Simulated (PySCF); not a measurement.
# BClH5PSi: the cost of one run

Programs: PySCF 2.14.0, with density-fitted response routines of our own. Each step states its level of theory. These are calculated values for one molecule in the gas phase, unless marked as measured. Atoms are numbered from 0 throughout.

## (1) The starting structure

9 atoms, charge 0, multiplicity 1; geometry from: GFN2-xTB. The atoms were then displaced at random by about 0.01 Å, so the start is not that level's minimum.

Bonds of the start (Å): Si0–P1 2.22, P1–B2 1.84, B2–Cl3 1.74, Si0–H4 1.49, Si0–H5 1.44, Si0–H6 1.46, P1–H7 1.39, B2–H8 1.19.

## (2) Optimising the geometry at PBE0-D3(BJ)/def2-SVP

The job: settings as JSON, then the geometry in Å.

```
{"job": {"xc": "PBE0", "basis": "def2-SVP", "d3": "d3bj", "grid": 1, "shake": 0.01, "kind": "geom"}, "charge": 0, "multiplicity": 1}
Si    -1.476500    -0.107870    -0.201760
P      0.365650     1.088110     0.110460
B      1.581660    -0.193340     0.626580
Cl     3.083950    -0.431400    -0.226830
H     -2.403750     0.835420    -0.896890
H     -1.325040    -1.285990    -1.021130
H     -1.968230    -0.448840     1.125380
H      0.768690     1.311790    -1.199410
H      1.431370    -0.785040     1.649870
```

Started as:

```sh
OMP_NUM_THREADS=1 python probes_run.py task.json out
```

One launch serves the whole session: the jobs run in the order shown.

Q: Estimate the wall time and peak memory of this first job on 1 thread of Arm Neoverse V2, shared host.

About 17 s, with a peak of 0.38 GiB.
